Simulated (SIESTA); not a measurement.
The system is NaLaMnMoO6.

```
Na La Mn Mo O
1.0
     5.55735    0.00000    0.00053
     0.00000    5.59794    0.00000
    -0.06290    0.00000    8.02462
Na La Mn Mo O
2 2 2 2 12
Direct
  0.75008 0.51572 0.49924
  0.24992 0.01572 0.50076
  0.25715 0.95896 0.99937
  0.74285 0.45896 0.00063
  0.24767 0.48762 0.25607
  0.75233 0.98762 0.74393
  0.75559 0.99666 0.27090
  0.24441 0.49666 0.72910
  0.67335 0.97830 0.49061
  0.03402 0.81017 0.27726
  0.93353 0.28910 0.28026
  0.47817 0.20966 0.19922
  0.54435 0.73563 0.20079
  0.82956 0.01818 0.00392
  0.32665 0.47830 0.50939
  0.96598 0.31017 0.72274
  0.06647 0.78910 0.71974
  0.52183 0.70966 0.80078
  0.45565 0.23563 0.79921
  0.17044 0.51818 0.99608
```

The cell was built by a generator and needn't be a form met in nature.

Program: SIESTA 5.4.2. Alike in all runs: potentials or basis PseudoDojo 0.4 standard (PBE files), DZP (energy shift 0.003 Ry; two zetas on semicore shells); spin collinear, ferromagnetic start; cell as given; k mesh 5 × 5 × 4; smearing fermi-dirac 0.05 eV; grid cutoff 800 Ry; energy shift 0.003 Ry.

**Question.** Order these runs on this cell by their band gap on the k mesh, lowest first.
A. level PBE
B. level PBE+U; U Mn d U = 4 eV, Mo d U = 4 eV; hubbard projector method 1; U from the first cycle yes; broadening (eV) 0.1 eV; window from (eV) -25 eV; window to (eV) 5 eV
C. level PBE+U; U Mn d U = 2 eV, Mo d U = 2 eV; hubbard projector method 1; U from the first cycle yes; broadening (eV) 0.1 eV; window from (eV) -25 eV; window to (eV) 5 eV
D. level PBE+U; U Mn d U = 6 eV, Mo d U = 6 eV; hubbard projector method 1; U from the first cycle yes; broadening (eV) 0.1 eV; window from (eV) -25 eV; window to (eV) 5 eV

**Answer.** A (0.10 eV), C (0.66 eV), B (1.03 eV), D (1.29 eV).

Caveats: spin-orbit coupling is left out, which moves the levels of the heavy elements; an odd mesh through Γ misses points on the zone boundary, where band edges often lie; the basis of atomic orbitals isn't converged, which shifts pressures, moduli and gaps; only a ferromagnetic start was run, and an antiferromagnetic order may lie lower in energy.

Not every run made on this cell is shown here.
